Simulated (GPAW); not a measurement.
MoS2:

```xyz
6
Lattice="3.1610 0.0000 0.0000 -1.5805 2.7375 0.0000 0.0000 0.0000 12.2950" Properties=species:S:1:pos:R:3 pbc="T T T"
Mo    0.0000    1.8250    3.0737
Mo    1.5805    0.9125    9.2212
S     0.0000    1.8250    7.7151
S     1.5805    0.9125    1.5676
S     0.0000    1.8250   10.7274
S     1.5805    0.9125    4.5799
```

Base run:

- Program: GPAW 26.7.0
- Functional: GLLB-SC
- Potentials or basis: the program's PAW data sets (release 1.2.1) made for this functional
- Cutoff: 600 eV
- Basis: pw
- k mesh: 6 × 6 × 2
- Occupations: fermi-dirac, width 0.05 eV
- Spin: no spin polarisation

Its results: band gap on the k mesh, kohn-sham part alone 0.79 eV, indirect (least direct gap 1.56 eV).

**Question.** The run is repeated on the same cell with these changes: functional from GLLB-SC to LDA; spin from no spin polarisation to spin-orbit coupling, no magnetisation. What comes out?

**Answer.** Band gap on the k mesh 0.66 eV, indirect (least direct gap 1.52 eV).

Several settings changed at once, so the effect can't be laid on one alone.

Caveats: a model potential gives levels but no total energy (some runs); spin-orbit coupling was added after a scalar SCF, so levels and gaps hold it while energy, forces, pressure and moments don't (some runs); this program's spin-orbit splittings come out too wide for heavy elements (some runs).
